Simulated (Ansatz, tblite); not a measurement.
**The cluster Ca₃Te₂: one state, many levels**

An exercise on one series of results from a longer session: the logs are not shown, and one member is left open.

Computed with Ansatz 0.2.0, Gaussian basis. Level: as each input shows.

The runs, in order: GFN1-xTB, GFN2-xTB, PBE-D4/def2-TZVP, r2SCAN-D4/def2-TZVP, CAM-B3LYP-D4/def2-TZVP, PBE-QIDH/def2-TZVP, PBE-D4/def2-SVP, PBE0-D4/def2-SVP, PBE0-D4/def2-TZVPD, PBE-D4/def2-TZVPD, r2SCAN-D4/def2-TZVPD, CCSD(T)/def2-SVP, MP2/def2-TZVP, RPA/def2-TZVP.

3 further runs of the same task are left out: 3 set aside as unsound or not needed.

## The structure

The geometry is that of the singlet, from an earlier relaxation (PBE-D4/def2-SVP). At that level it is the lowest of the isomers that a small search found.

5 atoms, charge 0, spin multiplicity 1.

Bond lengths: Ca1–Te4 2.994 Å, Ca1–Te5 2.994 Å, Ca2–Te4 2.994 Å, Ca2–Te5 2.994 Å, Ca3–Te4 2.993 Å, Ca3–Te5 2.993 Å. Angles: Te4–Ca1–Te5 91.6°, Te4–Ca2–Te5 91.6°, Te4–Ca3–Te5 91.6°, Ca1–Te4–Ca2 74.2°, Ca1–Te4–Ca3 74.3°, Ca2–Te4–Ca3 74.3°, Ca1–Te5–Ca2 74.2°, Ca1–Te5–Ca3 74.3°, Ca2–Te5–Ca3 74.3°.

Te takes a core potential in the def2 sets. No spin-orbit coupling is included.

PBE0-D4/def2-TZVP was run before; its log isn't repeated, and its numbers join the tables.

The first run:

Tight binding, by tblite at 300 K electronic temperature and without a spin-polarisation term:

```python
tblite.interface.Calculator('GFN1-xTB', numbers, positions, charge=0, uhf=0).singlepoint()
```

Tight binding, by tblite at 300 K electronic temperature and without a spin-polarisation term:

```python
tblite.interface.Calculator('GFN2-xTB', numbers, positions, charge=0, uhf=0).singlepoint()
```

start.molden holds the orbitals of an earlier run on this state, given as this run's starting guess.

The input, in.yaml:

```yaml
crystal:
  periodic: [false, false, false]
  atoms:
    - {symbol: Ca, position_ang: [0.123094, -1.613386, -1.317862]}
    - {symbol: Ca, position_ang: [1.651432, 1.245006, 0.278076]}
    - {symbol: Ca, position_ang: [-1.772897, 0.368186, 1.038939]}
    - {symbol: Te, position_ang: [-0.678534, 1.256838, -1.601445]}
    - {symbol: Te, position_ang: [0.676905, -1.256644, 1.602282]}
basis:
  gaussian: {orbitals: def2-TZVP, initial_orbitals: start.molden}
hamiltonian: {xc: pbe, dispersion: d4}
scf: {omitted_lower_state_checks: [starts]}
output: {orbitals: {seedname: orbitals}}
```

Command:

```bash
$ ansatz run in.yaml --threads 2 --pin off --events-out ev --progress --plain --max-ram 32768MiB --backend cpu
```

Among the steps run: PBE-D4/def2-TZVP; r2SCAN-D4/def2-TZVP; CAM-B3LYP-D4/def2-TZVP; PBE-QIDH/def2-TZVP; PBE-D4/def2-SVP; PBE0-D4/def2-SVP; PBE0-D4/def2-TZVPD; PBE-D4/def2-TZVPD; r2SCAN-D4/def2-TZVPD; CCSD(T)/def2-SVP; MP2/def2-TZVP; RPA/def2-TZVP.

One of the session's tables, all rows but one given; the rest of the session is left out.

It belongs to the step «Binding energy». 

```
                method  binding an atom (eV)
           HF/def2-SVP                 1.325
          HF/def2-TZVP                 1.318
       PBE-D4/def2-SVP                 2.385
      PBE-D4/def2-TZVP                 2.353
     PBE-D4/def2-TZVPD                 2.354
   r2SCAN-D4/def2-TZVP                 2.394
  r2SCAN-D4/def2-TZVPD                 2.395
      PBE0-D4/def2-SVP                 2.282
     PBE0-D4/def2-TZVP                 2.258
    PBE0-D4/def2-TZVPD                 2.259
CAM-B3LYP-D4/def2-TZVP                 2.042
    PBE-QIDH/def2-TZVP                 2.165
         RPA/def2-TZVP                 1.587
          MP2/def2-SVP                 1.986
         MP2/def2-TZVP                 2.096
         CCSD/def2-SVP                     ?
      CCSD(T)/def2-SVP                 1.834
```

**Question.** Estimate the row for CCSD/def2-SVP.

**Answer.** binding an atom (eV): 1.745. In the column «binding an atom (eV)» it lies between RPA/def2-TZVP (1.587) and CCSD(T)/def2-SVP (1.834).

Caveats from the session: Free atoms were run apart at each level; binding is atoms less cluster, divided by the number of atoms, without zero-point or spin-orbit terms.
